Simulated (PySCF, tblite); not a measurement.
# C₈H₁₀Ge: infrared bands, NMR shifts, electronic excitations and core binding energies at several levels of theory, part 3 of 3

tblite 0.8.0 and PySCF 2.14.0. Atoms count from 0.

### 9 NMR shieldings: PBE0/pcSseg-1 in dimethylsulfoxide

Job settings and geometry (Å):

```
{"job": {"kind": "nmr", "xc": "PBE0", "basis": "pcSseg-1", "solvent": "dimethylsulfoxide", "pop": true}, "charge": 0, "multiplicity": 1}
C     -2.770604     2.335638     0.867038
C     -2.042235     1.615473     0.209802
Ge    -0.895246     0.467393    -0.782979
C     -1.583291    -1.371181    -0.866513
C     -0.563522    -2.126982    -0.061548
C      0.496215    -1.501251     0.471504
C      0.716898    -0.020199     0.272393
C      2.002703     0.303585    -0.416218
C      2.896781     1.205963    -0.004385
H     -3.415972     2.977396     1.440189
H     -0.593169     1.127496    -2.136825
H     -1.654431    -1.748604    -1.900366
H     -2.593172    -1.445684    -0.431648
H     -0.697741    -3.204211     0.091450
H      1.236997    -2.059135     1.055783
H      0.675532     0.512756     1.237791
H      2.200690    -0.255479    -1.340615
H      2.742282     1.782915     0.913430
H      3.808860     1.404548    -0.572498
```

With the program's defaults for keys left out, this is: GIAO PBE0/pcSseg-1 NMR shielding, non-relativistic, IEF-PCM dimethylsulfoxide.

The log of the run:

```text
coarse grid: 73576 points
cycle   1  E = -2386.7675770776  dE =  3.899e-01  |g| = 9.773e-01  |ddm| = 4.285e+00
cycle   2  E = -2386.7463669693  dE =  2.121e-02  |g| = 1.010e+00  |ddm| = 1.261e+00
cycle   3  E = -2386.8709551046  dE = -1.246e-01  |g| = 8.187e-02  |ddm| = 7.441e-01
cycle   4  E = -2386.8716384390  dE = -6.833e-04  |g| = 2.596e-02  |ddm| = 7.479e-02
cycle   5  E = -2386.8717921389  dE = -1.537e-04  |g| = 6.705e-03  |ddm| = 2.569e-02
cycle   6  E = -2386.8718006248  dE = -8.486e-06  |g| = 3.591e-03  |ddm| = 7.996e-03
cycle   7  E = -2386.8718038376  dE = -3.213e-06  |g| = 5.629e-04  |ddm| = 3.007e-03
final grid: 156424 points
cycle   8  E = -2386.8718423347  dE =  1.573e-08  |g| = 7.861e-04  |ddm| = 2.726e-03
cycle   9  E = -2386.8718420580  dE =  2.767e-07  |g| = 1.315e-03  |ddm| = 1.559e-03
cycle  10  E = -2386.8718424805  dE = -4.225e-07  |g| = 1.700e-04  |ddm| = 9.734e-04
cycle  11  E = -2386.8718424877  dE = -7.218e-09  |g| = 2.621e-05  |ddm| = 1.442e-04
cycle  12  E = -2386.8718424879  dE = -1.246e-10  |g| = 1.070e-05  |ddm| = 2.607e-05
converged SCF energy = -2386.8718424879

GIAO shielding tensors (ppm)
atom      isotropic    diamagn.    paramagn.     s11        s22        s33       span
  0 C       78.387     260.705    -182.318     -6.914     -6.630    248.706    255.620
  1 C       95.746     266.743    -170.996     -6.058     -1.078    294.376    300.434
  2 Ge    1413.307    2753.853   -1340.546   1299.737   1424.822   1515.361    215.624
  3 C      163.136     254.315     -91.179    150.854    155.289    183.265     32.412
  4 C       42.591     255.026    -212.435    -64.525     54.792    137.507    202.031
  5 C       40.982     254.681    -213.699    -67.596     61.180    129.362    196.959
  6 C      139.473     247.858    -108.385    124.103    145.142    149.174     25.071
  7 C       33.829     254.955    -221.126    -90.748     44.152    148.082    238.831
  8 C       65.186     253.756    -188.570    -44.717     85.107    155.167    199.884
  9 H       28.486      32.166      -3.680     23.065     23.293     39.100     16.035
 10 H       26.643      27.594      -0.951     20.498     21.654     37.777     17.279
 11 H       29.140      28.995       0.145     24.296     26.253     36.869     12.573
 12 H       29.356      29.249       0.107     24.246     27.380     36.442     12.196
 13 H       24.950      29.257      -4.307     22.259     25.675     26.914      4.655
 14 H       25.275      30.703      -5.428     23.050     26.053     26.723      3.673
 15 H       28.094      32.839      -4.745     24.971     26.658     32.654      7.684
 16 H       25.406      30.537      -5.131     22.661     23.824     29.733      7.073
 17 H       25.785      30.807      -5.022     22.183     24.833     30.340      8.156
 18 H       25.967      27.487      -1.520     22.951     24.753     30.197      7.246
```

Wall time 94 s (1 thread of Arm Neoverse N1, shared host); peak memory 1.4 GiB.

This run: δ C7 151.7, C5 144.5, C4 142.9, C8 120.3, H13 6.29, H14 5.96 ppm.

### 10 Run by run: NMR shifts

Shifts (ppm) of some atoms, chosen among heavy atoms and hydrogens apart, with basis size and wall time:

| run | C7 | C0 | C6 | C3 | H9 | H11 | Ge2 | functions | time |
| --- | --- | --- | --- | --- | --- | --- | --- | --- | --- |
| PBE0/pcSseg-1 | 149.0 | 103.6 | 45.2 | 21.0 | 2.27 | 1.87 | -83 | 227 | 92 s |
| wB97X-D/pcSseg-1 | 149.9 | 104.6 | 42.4 | 19.1 | 2.28 | 1.74 | -78 | 227 | 1.9 min |
| PBE0/pcSseg-1 in dimethylsulfoxide | 151.7 | 107.1 | 46.0 | 22.3 | 2.75 | 2.10 | -84 | 227 | 94 s |

### 11 Summary of results

The summary covers parts 1 to 3.

```
                                                    quantity                                                                           value
                   strongest single infrared mode (GFN2-xTB)                                                           1908 cm⁻¹, 421 km/mol
                                zero-point energy (GFN2-xTB)                                                                   89.5 kcal/mol
                                                 point group                                                                              C1
                        rotational constants (main isotopes)                                                            1.58, 1.03, 0.74 GHz
                      ¹³C shifts against TMS (PBE0/pcSseg-1)                         149.0, 144.2, 140.3, 119.8, 103.6, 88.2, 45.2, 21.0 ppm
                       ¹H shifts against TMS (PBE0/pcSseg-1)                  6.11, 5.91, 5.65, 5.36, 5.17, 4.61, 3.02, 2.27, 1.87, 1.78 ppm
                   ⁷³Ge shifts against GeMe4 (PBE0/pcSseg-1)                                                                         -83 ppm
                            lowest singlet (B3LYP/def2-SVPD)                                                     5.54 eV (224 nm), f = 0.138
                                              lowest triplet                                                                         4.13 eV
                           vertical ionisation energy (ΔSCF)                                                                         8.48 eV
C1s binding energies, SCAN/pcX-2 (standing for 7 of 8 atoms)  C7 290.33, C6 290.23, C4 290.19, C3 290.17, C5 290.10, C0 290.02, C8 289.70 eV
                                   range of the shift of Ge2                                                                  -84 to -78 ppm
```

**Reading.** Single values in the summary come from the first run of each kind that ended normally (PBE0/pcSseg-1; B3LYP/def2-SVPD; SCAN/pcX-2), which need not be the best level. Relaxing lowered the energy by 0.530 eV in 182 steps; the close pair that moved most is Ge2–C6, from 1.939 to 2.013 Å (GFN2-xTB). No mode is imaginary among the 51: a minimum at this level. The strongest single mode, at 1908 cm⁻¹, moves mainly H10. Unscaled tight-binding wavenumbers are off by several per cent, some by more. Its intensities can rank the bands wrongly. Relaxing lowered the energy by 0.259 eV in 7 steps; the close pair that moved most is Ge2–C6, from 2.042 to 1.988 Å (PBE0/def2-SVP). At PBE0/pcSseg-1: The widest tensor belongs to C1: span 299 ppm, with a paramagnetic part of -171 ppm. The first singlet state (HOMO→LUMO 0.85) lies at 5.54 eV and is bright. The lowest triplet lies 1.40 eV below the lowest singlet (triplets in Tamm-Dancoff, singlets in full TDDFT). The orbital energy would give 6.69 eV for ionisation, ΔSCF gives 8.48 eV. The C1s levels kept as sound span 0.63 eV, from C8 (terminal =CH2 carbon) up to C7 (alkene CH). Only 7 of the 8 C atoms are covered by sound results. Across the 3 runs the shift of Ge2 moves most, between -84 (PBE0/pcSseg-1 in dimethylsulfoxide) and -78 ppm (wB97X-D/pcSseg-1). Spin-orbit coupling is left out, which matters for shieldings and couplings at and beside the heavy atoms.
